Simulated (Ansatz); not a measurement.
**F2H2OSi (built from SMILES O[SiH](F)F): a reaction path by the nudged elastic band**

What path joins these two structures, and how high does it climb? Both ends were relaxed at PBE0-D4 in triple zeta.

The runs use Ansatz 0.2.0, Gaussian basis; PBE0-D4/def2-SVP.

16 further runs of the same task are left out: 16 set aside as unsound or not needed.

### Step 1. The system as given

The first end: 6 atoms, charge 0, spin multiplicity 1.

Atoms are counted from 1 here; the program's logs count them from 0.

Bond lengths: Si1–H2 1.463 Å, Si1–O3 1.614 Å, Si1–F5 1.584 Å, Si1–F6 1.584 Å, O3–H4 0.958 Å. Angles: H2–Si1–O3 108.6°, H2–Si1–F5 110.2°, H2–Si1–F6 110.2°, O3–Si1–F5 111.2°, O3–Si1–F6 111.2°, F5–Si1–F6 105.5°, Si1–O3–H4 120.8°.

As a file:

```mol
F2H2OSi
  3D, bonds by distance, orders not assigned

  6  5  0  0  0  0  0  0  0  0999 V2000
   -0.3305    0.1760    0.0975 Si  0  0
   -1.5553    0.4899   -0.6379 H   0  0
    0.6876   -0.5813   -0.9000 O   0  0
    1.5502   -0.8683   -0.5967 H   0  0
    0.3142    1.5022    0.6760 F   0  0
   -0.6663   -0.7184    1.3611 F   0  0
  1  2  8  0
  1  3  8  0
  1  5  8  0
  1  6  8  0
  3  4  8  0
M  END
```

The second end:

```
Si    0.3398   -0.0773    0.5665
H    -0.8743    0.2429   -1.2130
O     1.5837   -0.8108    0.1497
H    -0.2405   -0.1291   -1.4180
F     0.1684    1.4699    0.7612
F    -0.9772   -0.6956    1.1535
```

### Step 2. The band at PBE0-D4/def2-SVP

Input file neb/in.yaml:

```yaml
crystal:
  periodic: [false, false, false]
  atoms:
    - {symbol: Si, position_ang: [-0.330541, 0.175965, 0.097500]}
    - {symbol: H, position_ang: [-1.555251, 0.489878, -0.637892]}
    - {symbol: O, position_ang: [0.687608, -0.581324, -0.899970]}
    - {symbol: H, position_ang: [1.550171, -0.868339, -0.596716]}
    - {symbol: F, position_ang: [0.314188, 1.502183, 0.675995]}
    - {symbol: F, position_ang: [-0.666276, -0.718362, 1.361084]}
basis:
  gaussian: {orbitals: def2-SVP}
hamiltonian: {xc: pbe0, dispersion: d4}
neb:
  images: 5
  climbing: true
  max_iterations: 40
  initial_path: idpp
  final_atoms:
    - {symbol: Si, position_ang: [0.339836, -0.077306, 0.566498]}
    - {symbol: H, position_ang: [-0.874290, 0.242850, -1.213000]}
    - {symbol: O, position_ang: [1.583677, -0.810776, 0.149746]}
    - {symbol: H, position_ang: [-0.240542, -0.129122, -1.417986]}
    - {symbol: F, position_ang: [0.168377, 1.469945, 0.761239]}
    - {symbol: F, position_ang: [-0.977159, -0.695592, 1.153503]}
```

Command:

```console
> ansatz run in.yaml --threads 2 --pin off --events-out ev --progress --plain --max-ram 4352MiB
```

The log of the run:

```text
Functional definition: PBE0
  name "PBE0"
  cite "Adamo & Barone, J. Chem. Phys. 110, 6158 (1999) doi:10.1063/1.478522"
  cite "Perdew, Burke & Ernzerhof, Phys. Rev. Lett. 77, 3865 (1996) doi:10.1103/PhysRevLett.77.3865"
  parent pbe
  parameter a = 0.25
  parameter kappa = 0.804
  parameter beta = 0.06672455060314922
  exchange = (1 - a)*pbe_x(kappa = kappa, mu = beta*pi^2/3) + a*exact_x
  correlation = pbe_c(beta = beta)
689 factors; integrals over basis functions are off by at most 3.7e-4 eV
mean field evaluation 1: about -15371.3893 eV, gradient 5.6e1 eV
mean field evaluation 2: about -15366.4996 eV, gradient 7.8e1 eV
mean field evaluation 4: about -15376.3399 eV, gradient 2.5e0 eV
mean field evaluation 8: about -15376.3513 eV, gradient 4.0e-2 eV
mean field -15376.35125686 eV, -565.0704862245 hartree, gradient 2.3e-5 eV, S^2 0.000000; 0 other end points of the search recorded, 0 dependent functions left out
the calculation of the forces begins
reference -15376.35127608 eV, -565.0704869308 hartree; 21, 21 occupied and 49, 49 virtual orbitals, 689 factors
[... from here to the last solve, the lines of the solves are left out (114 solves) ...]
WARN: NEB end point (image 0): max|allowed force component| = 8.588e-1 eV/Å (the criterion of neb.relax_end_points is 1.000e-2). That is over neb.f_tol: it is no minimum, so the barrier can be far off. Relax it first
WARN: NEB end point (image 6): max|allowed force component| = 1.046e0 eV/Å (the criterion of neb.relax_end_points is 1.000e-2). That is over neb.f_tol: it is no minimum, so the barrier can be far off. Relax it first
NEB iter   1: max|band force component| = 7.159e0 eV/Å  barrier→ = 5.7656 eV  barrier← = 3.1023 eV  Δτ_max = 0.2000 Å  (172 SCF iters)
NEB iter   2: max|band force component| = 4.296e0 eV/Å  barrier→ = 4.4420 eV  barrier← = 1.7788 eV  Δτ_max = 0.2000 Å  (146 SCF iters)
NEB iter   3: max|band force component| = 1.759e1 eV/Å  barrier→ = 3.2549 eV  barrier← = 0.5917 eV  Δτ_max = 0.1041 Å  (137 SCF iters)
NEB iter   4: max|band force component| = 3.400e0 eV/Å  barrier→ = 2.9207 eV  barrier← = 0.2575 eV  Δτ_max = 0.2000 Å  (136 SCF iters)
NEB iter   5: max|band force component| = 1.369e0 eV/Å  barrier→ = 2.8655 eV  barrier← = 0.2023 eV  Δτ_max = 0.1897 Å  (134 SCF iters)
NEB iter   6: max|band force component| = 1.207e0 eV/Å  barrier→ = 2.9393 eV  barrier← = 0.2760 eV  Δτ_max = 0.0678 Å  (133 SCF iters)
NEB iter   7: max|band force component| = 4.238e-1 eV/Å  barrier→ = 2.8670 eV  barrier← = 0.2038 eV  CI = image 5  Δτ_max = 0.2000 Å  (123 SCF iters)
NEB iter   8: max|band force component| = 2.762e0 eV/Å  barrier→ = 3.0906 eV  barrier← = 0.4274 eV  CI = image 5  Δτ_max = 0.1001 Å  (130 SCF iters)
NEB iter   9: max|band force component| = 1.153e0 eV/Å  barrier→ = 3.0768 eV  barrier← = 0.4136 eV  CI = image 5  Δτ_max = 0.1645 Å  (123 SCF iters)
NEB iter  10: max|band force component| = 7.381e-1 eV/Å  barrier→ = 3.0657 eV  barrier← = 0.4024 eV  CI = image 5  Δτ_max = 0.0714 Å  (120 SCF iters)
NEB iter  11: max|band force component| = 5.690e-1 eV/Å  barrier→ = 3.0417 eV  barrier← = 0.3785 eV  CI = image 5  Δτ_max = 0.0848 Å  (118 SCF iters)
NEB iter  12: max|band force component| = 3.529e-1 eV/Å  barrier→ = 3.0426 eV  barrier← = 0.3794 eV  CI = image 5  Δτ_max = 0.0443 Å  (120 SCF iters)
NEB iter  13: max|band force component| = 1.900e-1 eV/Å  barrier→ = 3.0422 eV  barrier← = 0.3790 eV  CI = image 5  Δτ_max = 0.0083 Å  (116 SCF iters)
NEB iter  14: max|band force component| = 1.141e-1 eV/Å  barrier→ = 3.0414 eV  barrier← = 0.3782 eV  CI = image 5  Δτ_max = 0.0085 Å  (108 SCF iters)
NEB iter  15: max|band force component| = 6.213e-2 eV/Å  barrier→ = 3.0410 eV  barrier← = 0.3777 eV  CI = image 5  Δτ_max = 0.0052 Å  (109 SCF iters)
691 factors; integrals over basis functions are off by at most 7.7e-4 eV
mean field -15373.66612313 eV, -564.9718093799 hartree, gradient 1.6e-6 eV, S^2 0.000000; 0 other end points of the search recorded, 0 dependent functions left out
the calculation of the forces begins
reference -15373.66614086 eV, -564.9718100316 hartree; 21, 21 occupied and 49, 49 virtual orbitals, 691 factors
NEB iter  16: max|band force component| = 3.352e-2 eV/Å  barrier→ = 3.0408 eV  barrier← = 0.3776 eV  CI = image 5  Δτ_max = 0.0000 Å  (830 SCF iters)
Total energy: -15373.38503383 eV, -564.9614795385 hartree
Atom 0 at     0.091030    -0.165238     0.394726 Å, force     0.031378    -0.028739    -0.007281 eV/Å
Atom 1 at    -0.461803     0.758550    -0.976268 Å, force    -0.016247     0.015060     0.011251 eV/Å
Atom 2 at     0.805719    -1.145770    -0.567027 Å, force    -0.001989     0.002856    -0.011213 eV/Å
Atom 3 at     0.051079     0.019260    -1.236171 Å, force     0.014665    -0.016608    -0.009473 eV/Å
Atom 4 at     0.801811     0.976132     1.246130 Å, force     0.004357     0.022491     0.008115 eV/Å
Atom 5 at    -1.287937    -0.442932     1.138611 Å, force    -0.032166     0.004940     0.008601 eV/Å
Dipole moment:    -0.227097     0.340763    -0.080854 e Å
```

Run time: 1.8 min. Hardware: 2 threads of Arm Neoverse V1, shared host.

The last band:

```
image  path (Å)  energy (eV)  H2–H4 (Å)  Si1–H2 (Å)  O3–H4 (Å)
    0      0.00        0.000       3.39        1.46       0.96
    1      0.62        0.016       3.27        1.47       0.96
    2      1.23        0.037       2.91        1.47       0.96
    3      1.85        0.113       2.40        1.47       0.96
    4      2.47        1.020       1.58        1.51       1.01
    5      3.08        3.041       0.94        1.74       1.54
    6      3.89        2.663       0.76        2.18       2.50
```

The highest image, 5:

```
Si    0.09103   -0.16524    0.39473
H    -0.46180    0.75855   -0.97627
O     0.80572   -1.14577   -0.56703
H     0.05108    0.01926   -1.23617
F     0.80181    0.97613    1.24613
F    -1.28794   -0.44293    1.13861
```

### Step 3. What came out

| quantity | value |
| --- | --- |
| PBE0-D4/def2-SVP, 16 iterations | highest 3.041 eV (image 5), last end +2.663 eV |
| from earlier runs: barrier over the separately found saddle, CCSD(T)/def2-TZVPP | 3.054 eV |

**Reading.** The highest image lies 3.041 eV above the first end, and it climbed, so it estimates the saddle. The ends are not quite minima at this level (largest force component 1.05 eV/Å), so the heights are unreliable: relaxing the first end would lower it and raise the barrier above it. The highest image is 0.013 eV below the CCSD(T) barrier in triple zeta, which comes from separate runs on the saddle.
